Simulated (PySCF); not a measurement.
# A gas-phase reaction: GeH4S + Cl2H2Si → ClGeH5SSi + ClH

What reaction energy should one expect for `[SH][GeH3]` + `Cl[SiH2]Cl` → `Cl[SiH2][S][GeH3]` + `Cl`?

Programs: PySCF 2.14.0. All values are calculated, for the isolated system unless a continuum is named. Atoms count from 0, parts from 1.

### 1 The system as given

Each species was relaxed by itself at PBE0-D3(BJ)/def2-SVPD.

### 2 Reaction energy: wB97M-D3(BJ)/def2-TZVPD

Job settings and geometry (Å):

```
{"job": {"kind": "react", "xc": "wB97M-D3(BJ)", "basis": "def2-TZVPD"}, "charge": 0, "multiplicity": 1}
-1 GeH4S charge 0 multiplicity 1
Ge    -0.380830    -0.396110    -0.144220
S      0.805090     1.495570    -0.305050
H     -1.294840    -0.383880    -1.374940
H      0.557330    -1.612310    -0.172220
H     -1.207010    -0.391600     1.150910
H      1.503690     1.293720     0.834220

-1 Cl2H2Si charge 0 multiplicity 1
Cl    -1.713850     0.931520    -0.229660
Si     0.162460     0.116970     0.054600
Cl    -0.002040    -1.929870     0.276070
H      0.728600     0.677370     1.302940
H      0.977270     0.391220    -1.151150

+1 ClGeH5SSi charge 0 multiplicity 1
Ge     1.256350    -0.532820    -0.902870
S     -0.985760    -0.449950    -1.086180
Si    -1.626080     0.344540     0.792550
Cl    -0.010740     0.811340     2.027510
H      1.818540     0.879260    -0.715120
H      1.652930    -1.465950     0.245330
H      1.656780    -1.118590    -2.263280
H     -2.447520    -0.655850     1.522370
H     -2.381720     1.606080     0.579670

+1 ClH charge 0 multiplicity 1
Cl     0.644670     0.003030    -0.006960
H     -0.643440    -0.006280     0.007300
```

Level: wB97M-D3(BJ)/def2-TZVPD reaction energy of separated species, gas phase.

Command:

```sh
$ OMP_NUM_THREADS=1 python cluster_run.py task.json out
```

One launch serves the whole session: the jobs run in the order shown.

Output:

```text
species 1 (GeH4S)
coarse grid: 23624 points
cycle   1  E = -2477.6383925435  dE = -7.136e-01  |g| = 6.302e-01  |ddm| = 1.893e+00
cycle   2  E = -2477.6512678586  dE = -1.288e-02  |g| = 6.512e-01  |ddm| = 7.440e-01
cycle   3  E = -2477.6864195297  dE = -3.515e-02  |g| = 2.833e-02  |ddm| = 3.518e-01
cycle   4  E = -2477.6866922588  dE = -2.727e-04  |g| = 1.129e-02  |ddm| = 3.911e-02
cycle   5  E = -2477.6867406261  dE = -4.837e-05  |g| = 3.419e-03  |ddm| = 1.618e-02
cycle   6  E = -2477.6867453035  dE = -4.677e-06  |g| = 6.509e-04  |ddm| = 5.645e-03
final grid: 46272 points
cycle   7  E = -2477.6866520822  dE = -3.324e-07  |g| = 3.128e-04  |ddm| = 2.582e-03
cycle   8  E = -2477.6866521313  dE = -4.911e-08  |g| = 1.654e-04  |ddm| = 5.910e-04
cycle   9  E = -2477.6866521398  dE = -8.479e-09  |g| = 5.857e-05  |ddm| = 2.115e-04
cycle  10  E = -2477.6866521424  dE = -2.656e-09  |g| = 2.471e-05  |ddm| = 1.487e-04
cycle  11  E = -2477.6866521425  dE = -8.640e-11  |g| = 2.815e-06  |ddm| = 2.136e-05
converged SCF energy = -2477.6866521425

species 2 (Cl2H2Si)
coarse grid: 23992 points
cycle   1  E = -1211.3219570022  dE =  1.087e-01  |g| = 3.848e-01  |ddm| = 1.637e+00
cycle   2  E = -1211.3422212224  dE = -2.026e-02  |g| = 3.325e-01  |ddm| = 6.029e-01
cycle   3  E = -1211.3684087338  dE = -2.619e-02  |g| = 1.906e-02  |ddm| = 2.648e-01
cycle   4  E = -1211.3685224614  dE = -1.137e-04  |g| = 4.857e-03  |ddm| = 2.734e-02
cycle   5  E = -1211.3685373823  dE = -1.492e-05  |g| = 1.247e-03  |ddm| = 1.212e-02
cycle   6  E = -1211.3685380736  dE = -6.913e-07  |g| = 3.571e-04  |ddm| = 1.754e-03
final grid: 46168 points
cycle   7  E = -1211.3684769228  dE = -9.763e-08  |g| = 1.844e-04  |ddm| = 1.399e-03
cycle   8  E = -1211.3684769353  dE = -1.251e-08  |g| = 1.092e-04  |ddm| = 2.952e-04
cycle   9  E = -1211.3684769389  dE = -3.523e-09  |g| = 2.669e-05  |ddm| = 9.252e-05
cycle  10  E = -1211.3684769395  dE = -6.607e-10  |g| = 1.090e-05  |ddm| = 7.130e-05
converged SCF energy = -1211.3684769395

species 3 (ClGeH5SSi)
coarse grid: 38824 points
cycle   1  E = -3228.0980717711  dE = -4.995e-01  |g| = 7.010e-01  |ddm| = 2.449e+00
cycle   2  E = -3228.1221880879  dE = -2.412e-02  |g| = 7.027e-01  |ddm| = 9.355e-01
cycle   3  E = -3228.1723226875  dE = -5.013e-02  |g| = 3.584e-02  |ddm| = 4.355e-01
cycle   4  E = -3228.1726984429  dE = -3.758e-04  |g| = 1.728e-02  |ddm| = 5.881e-02
cycle   5  E = -3228.1727796469  dE = -8.120e-05  |g| = 4.714e-03  |ddm| = 1.980e-02
cycle   6  E = -3228.1727888190  dE = -9.172e-06  |g| = 1.060e-03  |ddm| = 8.675e-03
final grid: 75320 points
cycle   7  E = -3228.1726796960  dE = -6.288e-07  |g| = 6.616e-04  |ddm| = 2.766e-03
cycle   8  E = -3228.1726798131  dE = -1.171e-07  |g| = 5.773e-04  |ddm| = 1.070e-03
cycle   9  E = -3228.1726798751  dE = -6.198e-08  |g| = 9.941e-05  |ddm| = 4.029e-04
cycle  10  E = -3228.1726798834  dE = -8.241e-09  |g| = 5.431e-05  |ddm| = 2.130e-04
cycle  11  E = -3228.1726798850  dE = -1.630e-09  |g| = 9.780e-06  |ddm| = 1.150e-04
cycle  12  E = -3228.1726798850  dE = -2.592e-11  |g| = 2.092e-06  |ddm| = 1.146e-05
converged SCF energy = -3228.1726798850

species 4 (ClH)
coarse grid: 8792 points
cycle   1  E = -460.8503330154  dE = -8.165e-02  |g| = 2.169e-01  |ddm| = 7.239e-01
cycle   2  E = -460.8625126362  dE = -1.218e-02  |g| = 1.397e-01  |ddm| = 2.651e-01
cycle   3  E = -460.8670521111  dE = -4.539e-03  |g| = 1.358e-02  |ddm| = 9.818e-02
cycle   4  E = -460.8670931944  dE = -4.108e-05  |g| = 3.364e-03  |ddm| = 9.545e-03
cycle   5  E = -460.8670994429  dE = -6.249e-06  |g| = 8.516e-04  |ddm| = 3.915e-03
final grid: 17120 points
cycle   6  E = -460.8670681612  dE = -3.715e-07  |g| = 3.676e-04  |ddm| = 8.891e-04
cycle   7  E = -460.8670682075  dE = -4.627e-08  |g| = 1.618e-04  |ddm| = 3.981e-04
cycle   8  E = -460.8670682141  dE = -6.574e-09  |g| = 4.221e-05  |ddm| = 1.295e-04
cycle   9  E = -460.8670682154  dE = -1.316e-09  |g| = 3.973e-06  |ddm| = 6.531e-05
cycle  10  E = -460.8670682154  dE = -2.274e-12  |g| = 8.165e-07  |ddm| = 3.312e-06
converged SCF energy = -460.8670682154

Reaction energy = 8.520 kcal/mol
```

Run time: 25 s. Hardware: 1 thread of Intel Xeon 6975P-C, shared host; peak memory 0.81 GiB.

Species by species (with the dispersion term, which the log's SCF energies lack):

```tsv
ν	species	energy (Eh)	HOMO (eV)
-1	[SH][GeH3]	-2477.69133	-9.59
-1	Cl[SiH2]Cl	-1211.37370	-11.47
+1	Cl[SiH2][S][GeH3]	-3228.18384	-9.72
+1	Cl	-460.86761	-11.93
```

### 3 Energies of the species: PBE0-D3(BJ)/def2-TZVPD

The job, as its differences from that of step 2:

```diff
@@ -1,2 +1,2 @@
-{"job": {"kind": "react", "xc": "wB97M-D3(BJ)", "basis": "def2-TZVPD"}, "charge": 0, "multiplicity": 1}
+{"job": {"kind": "react", "xc": "PBE0", "basis": "def2-TZVPD", "disp": "d3bj"}, "charge": 0, "multiplicity": 1}
 -1 GeH4S charge 0 multiplicity 1
```

With the program's defaults for keys left out, this is: PBE0-D3(BJ)/def2-TZVPD reaction energy of separated species, gas phase.

Output:

```text
species 1 (GeH4S)
coarse grid: 23624 points
cycle   1  E = -2477.1791806647  dE = -6.530e-01  |g| = 6.590e-01  |ddm| = 1.865e+00
cycle   2  E = -2477.1570129294  dE =  2.217e-02  |g| = 7.997e-01  |ddm| = 8.475e-01
cycle   3  E = -2477.2206101351  dE = -6.360e-02  |g| = 2.974e-02  |ddm| = 4.874e-01
cycle   4  E = -2477.2207698679  dE = -1.597e-04  |g| = 1.250e-02  |ddm| = 3.490e-02
cycle   5  E = -2477.2208197754  dE = -4.991e-05  |g| = 2.243e-03  |ddm| = 1.368e-02
cycle   6  E = -2477.2208213379  dE = -1.563e-06  |g| = 2.668e-04  |ddm| = 2.106e-03
final grid: 46272 points
cycle   7  E = -2477.2207965957  dE = -2.817e-08  |g| = 2.530e-04  |ddm| = 2.168e-03
cycle   8  E = -2477.2207965959  dE = -2.374e-10  |g| = 2.864e-04  |ddm| = 3.929e-04
cycle   9  E = -2477.2207966123  dE = -1.637e-08  |g| = 3.119e-05  |ddm| = 1.906e-04
cycle  10  E = -2477.2207966125  dE = -1.774e-10  |g| = 4.077e-06  |ddm| = 2.594e-05
converged SCF energy = -2477.2207966125

species 2 (Cl2H2Si)
coarse grid: 6112 points
cycle   1  E = -1210.7779214894  dE =  1.086e-01  |g| = 3.104e-01  |ddm| = 1.661e+00
cycle   2  E = -1210.7661378214  dE =  1.178e-02  |g| = 3.815e-01  |ddm| = 5.912e-01
cycle   3  E = -1210.8031042688  dE = -3.697e-02  |g| = 3.546e-02  |ddm| = 3.192e-01
cycle   4  E = -1210.8033302907  dE = -2.260e-04  |g| = 1.177e-02  |ddm| = 2.608e-02
cycle   5  E = -1210.8033629734  dE = -3.268e-05  |g| = 2.138e-03  |ddm| = 9.992e-03
cycle   6  E = -1210.8033639341  dE = -9.606e-07  |g| = 5.728e-04  |ddm| = 2.069e-03
final grid: 46168 points
cycle   7  E = -1210.8046443781  dE = -1.263e-05  |g| = 3.495e-03  |ddm| = 1.847e-02
cycle   8  E = -1210.8046443302  dE =  4.782e-08  |g| = 2.883e-03  |ddm| = 4.481e-03
cycle   9  E = -1210.8046457781  dE = -1.448e-06  |g| = 4.720e-04  |ddm| = 2.558e-03
cycle  10  E = -1210.8046458429  dE = -6.481e-08  |g| = 8.407e-05  |ddm| = 3.924e-04
cycle  11  E = -1210.8046458446  dE = -1.747e-09  |g| = 1.478e-05  |ddm| = 7.404e-05
cycle  12  E = -1210.8046458447  dE = -6.048e-11  |g| = 4.230e-06  |ddm| = 1.258e-05
converged SCF energy = -1210.8046458447

species 3 (ClGeH5SSi)
coarse grid: 38824 points
cycle   1  E = -3227.2906448788  dE = -4.801e-01  |g| = 7.051e-01  |ddm| = 2.407e+00
cycle   2  E = -3227.2651170254  dE =  2.553e-02  |g| = 8.487e-01  |ddm| = 1.008e+00
cycle   3  E = -3227.3452869087  dE = -8.017e-02  |g| = 4.281e-02  |ddm| = 5.672e-01
cycle   4  E = -3227.3455709361  dE = -2.840e-04  |g| = 2.174e-02  |ddm| = 4.961e-02
cycle   5  E = -3227.3457065947  dE = -1.357e-04  |g| = 3.849e-03  |ddm| = 2.277e-02
cycle   6  E = -3227.3457101649  dE = -3.570e-06  |g| = 1.126e-03  |ddm| = 4.257e-03
final grid: 75320 points
cycle   7  E = -3227.3456877179  dE =  1.655e-08  |g| = 1.173e-03  |ddm| = 2.978e-03
cycle   8  E = -3227.3456876031  dE =  1.148e-07  |g| = 1.373e-03  |ddm| = 2.155e-03
cycle   9  E = -3227.3456880390  dE = -4.359e-07  |g| = 9.241e-05  |ddm| = 1.192e-03
cycle  10  E = -3227.3456880405  dE = -1.411e-09  |g| = 1.288e-05  |ddm| = 6.829e-05
cycle  11  E = -3227.3456880405  dE = -5.593e-11  |g| = 2.756e-06  |ddm| = 1.193e-05
converged SCF energy = -3227.3456880405

species 4 (ClH)
coarse grid: 2248 points
cycle   1  E = -460.6537836577  dE = -4.644e-02  |g| = 1.882e-01  |ddm| = 7.411e-01
cycle   2  E = -460.6558523612  dE = -2.069e-03  |g| = 1.902e-01  |ddm| = 3.151e-01
cycle   3  E = -460.6653813563  dE = -9.529e-03  |g| = 1.506e-02  |ddm| = 1.513e-01
cycle   4  E = -460.6654034136  dE = -2.206e-05  |g| = 2.693e-03  |ddm| = 7.323e-03
cycle   5  E = -460.6654049614  dE = -1.548e-06  |g| = 1.111e-03  |ddm| = 2.553e-03
final grid: 17120 points
cycle   6  E = -460.6658902774  dE = -4.429e-06  |g| = 2.164e-03  |ddm| = 7.336e-03
cycle   7  E = -460.6658903069  dE = -2.949e-08  |g| = 1.795e-03  |ddm| = 2.512e-03
cycle   8  E = -460.6658909246  dE = -6.177e-07  |g| = 1.533e-04  |ddm| = 1.363e-03
cycle   9  E = -460.6658909315  dE = -6.901e-09  |g| = 2.147e-05  |ddm| = 1.086e-04
cycle  10  E = -460.6658909316  dE = -1.002e-10  |g| = 4.934e-06  |ddm| = 1.681e-05
converged SCF energy = -460.6658909316

Reaction energy = 7.262 kcal/mol
```

Run time: 13 s. Hardware: 1 thread of Intel Xeon 6975P-C, shared host; peak memory 0.74 GiB.

Reaction energy at this level: 7.26 kcal/mol.

### 4 Side by side

Energies in kcal/mol, with wall time:

```tsv
run	reaction	time
wB97M-D3(BJ)/def2-TZVPD	8.52	25 s
PBE0-D3(BJ)/def2-TZVPD	7.26	13 s
```

### 5 Summary of results

| quantity | value |
| --- | --- |
| reaction energy (wB97M-D3(BJ)/def2-TZVPD) | 8.52 kcal/mol |
| ΔH, ΔG at 298 K (xTB thermal terms) | +8.4, +10.0 kcal/mol |
| range of the reaction energy over the runs of this table | 7.26 to 8.52 kcal/mol |

What this shows: The reaction is endothermic by 8.4 kcal/mol in the gas phase; dispersion gives -1.13, and xTB itself gave 12.85 for the electronic energy (xTB energies and thermal terms come from the earlier relaxation of each species, not shown). No barrier was sought. The reaction energy runs from 7.26 (PBE0-D3(BJ)/def2-TZVPD) to 8.52 kcal/mol (wB97M-D3(BJ)/def2-TZVPD).
